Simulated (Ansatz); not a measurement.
# CH3In (SMILES C[In]) at RPA@PBE/def2-SVPD (core potential)

Aim: the electronic atomisation energy of CH3In at RPA@PBE/def2-SVPD (core potential), from 4 runs. 

Program for the calculation: Ansatz 0.2.0.

46 further runs of the same task are left out: 5 that didn't finish, 41 set aside as unsound or not needed.

## 1. The structure to begin with

CH3In has 5 atoms, charge 0, and is taken as a singlet. As SMILES, `C[In]`. The shape is that of a PBE0-D4/def2-TZVP optimisation.

Bond lengths: C1–In2 2.238 Å, C1–H3 1.096 Å, C1–H4 1.096 Å, C1–H5 1.096 Å. Angles: In2–C1–H3 111.3°, In2–C1–H4 111.3°, In2–C1–H5 111.3°, H3–C1–H4 107.6°, H3–C1–H5 107.6°, H4–C1–H5 107.6°.

## 2. A single-point energy at RPA@PBE/def2-SVPD (core potential)

File run.yaml:

```yaml
crystal:
  periodic: [false, false, false]
  atoms:
    - {symbol: C, position_ang: [-0.182770, 0.073150, -0.070580]}
    - {symbol: In, position_ang: [1.772750, -0.709460, 0.684610]}
    - {symbol: H, position_ang: [-0.972960, -0.040920, 0.680150]}
    - {symbol: H, position_ang: [-0.502560, -0.460530, -0.972760]}
    - {symbol: H, position_ang: [-0.114460, 1.137770, -0.321410]}
basis:
  gaussian:
    orbitals: def2-SVPD
hamiltonian:
  xc: {name: PBE}
correlation:
  method: rpa
  frozen_orbitals: {C: 1, H: 0, In: 4}
accuracy: high
```

Launch:

```console
$ ansatz run run.yaml --threads 1 --pin off --max-ram 3480MiB --events-out events.jsonl --progress --plain --runs-dir runs
```

Standard output:

```text
Warning: RAYON_NUM_THREADS=1 ignored (pool sized by the plan → 1); use --threads N
Functional definition: PBE
  name "PBE"
  parameter kappa = 0.804
  parameter beta = 0.06672455060314922
  exchange = pbe_x(kappa = kappa, mu = beta*pi^2/3)
  correlation = pbe_c(beta = beta)
1696 factors; integrals over basis functions are off by at most 3.1e-9 eV
mean field evaluation 1: about -6247.4516 eV, gradient 6.1e1 eV
mean field evaluation 2: about -6247.4470 eV, gradient 6.1e1 eV
mean field evaluation 4: about -6256.3721 eV, gradient 1.2e1 eV
mean field evaluation 8: about -6257.1603 eV, gradient 3.9e-1 eV
mean field evaluation 16: about -6257.1608 eV, gradient 9.6e-6 eV
mean field evaluation 32: about -6198.1024 eV, gradient 4.6e1 eV
mean field -6257.16081068 eV, -229.9464185364 hartree, gradient 9.3e-9 eV, S^2 0.000000; 0 other end points of the search recorded, 0 dependent functions left out
5 core orbitals not correlated: weight in the atoms' cores, before any rotation towards them, 1.000 or more for the frozen orbitals, at most 0.000 for the correlated occupied ones
reference -6224.93172137 eV, -228.7620213502 hartree; 10, 10 occupied and 61, 61 virtual orbitals, 1696 factors
Total energy: -6236.14801170 eV, -229.1742124169 hartree
```

Wall time 9 s (1 thread of Arm Neoverse V1, shared host); peak memory 0.31 GiB.

## 3. The C atom at the same level

File molecule.yaml:

```yaml
crystal:
  periodic: [false, false, false]
  atoms:
    - {symbol: C, position_ang: [0.000000, 0.000000, 0.000000]}
basis:
  gaussian:
    orbitals: def2-SVPD
magnetization:
  spin_polarized: true
  initial_magnetization: 2
hamiltonian:
  xc: {name: PBE}
correlation:
  method: rpa
  frozen_orbitals: {C: 1}
accuracy: high
```

Run the same way, it converges to -37.78135 Eh (log not shown).

## 4. The H atom

File run.yaml:

```yaml
crystal:
  periodic: [false, false, false]
  atoms:
    - {symbol: H, position_ang: [0.000000, 0.000000, 0.000000]}
basis:
  gaussian:
    orbitals: def2-SVPD
accuracy: high
magnetization:
  spin_polarized: true
  initial_magnetization: 1
hamiltonian:
  xc: pbe
correlation:
  method: rpa
  frozen_orbitals: {H: 0}
```

Run the same way, it converges to -0.51464 Eh (log not shown).

## 5. The In atom

File input.yaml:

```yaml
basis:
  gaussian:
    orbitals: def2-SVPD
crystal:
  periodic: [false, false, false]
  atoms:
    - {symbol: In, position_ang: [0.000000, 0.000000, 0.000000]}
magnetization:
  spin_polarized: true
  initial_magnetization: 1
correlation:
  method: rpa
  frozen_orbitals: {In: 4}
accuracy: high
hamiltonian:
  xc: pbe
```

Launch:

```console
$ ansatz run input.yaml --threads 1 --pin off --max-ram 3480MiB --events-out events.jsonl --progress --plain --runs-dir runs
```

Standard output (excerpt; [...] marks lines left out):

```text
Warning: RAYON_NUM_THREADS=1 ignored (pool sized by the plan → 1); use --threads N
Functional definition: PBE
  name "PBE"
[...]
297 factors; integrals over basis functions are off by at most 1.1e-9 eV
[...]
mean field -5173.21497078 eV, -190.1121436451 hartree, gradient 2.9e-9 eV, S^2 0.751811; 4 other end points of the search recorded, 0 dependent functions left out
4 core orbitals not correlated: weight in the atoms' cores, before any rotation towards them, 1.000 or more for the frozen orbitals, at most 0.000 for the correlated occupied ones
reference -5148.25540941 eV, -189.1948966829 hartree; 7, 6 occupied and 21, 22 virtual orbitals, 297 factors
Total energy: -5151.42848953 eV, -189.3115052266 hartree
```

Run time: 4.5 s. Hardware: 1 thread of Arm Neoverse V1, shared host; peak memory 0.12 GiB.

## 6. Summary of results

Level: RPA@PBE/def2-SVPD (core potential), 5 core orbitals frozen.

| quantity | value |
| --- | --- |
| molecule: total energy | -229.17421 Eh |
| molecule: RPA correlation energy (valence) | -412.2 mEh |
| C atom: total energy | -37.78135 Eh |
| C atom: RPA correlation energy (valence) | -137.6 mEh |
| C atom: ⟨S²⟩ of the reference determinant | 2.003 |
| H atom: total energy | -0.51464 Eh |
| H atom: RPA correlation energy | -15.4 mEh |
| H atom: ⟨S²⟩ of the reference determinant | 0.750 |
| In atom: total energy | -189.31151 Eh |
| In atom: RPA correlation energy (valence) | -116.6 mEh |
| In atom: ⟨S²⟩ of the reference determinant | 0.752 |
| electronic atomisation energy | 14.625 eV |

Taking the molecule apart into free atoms costs 14.62 eV (1411 kJ/mol), before zero-point energy and without spin-orbit coupling.
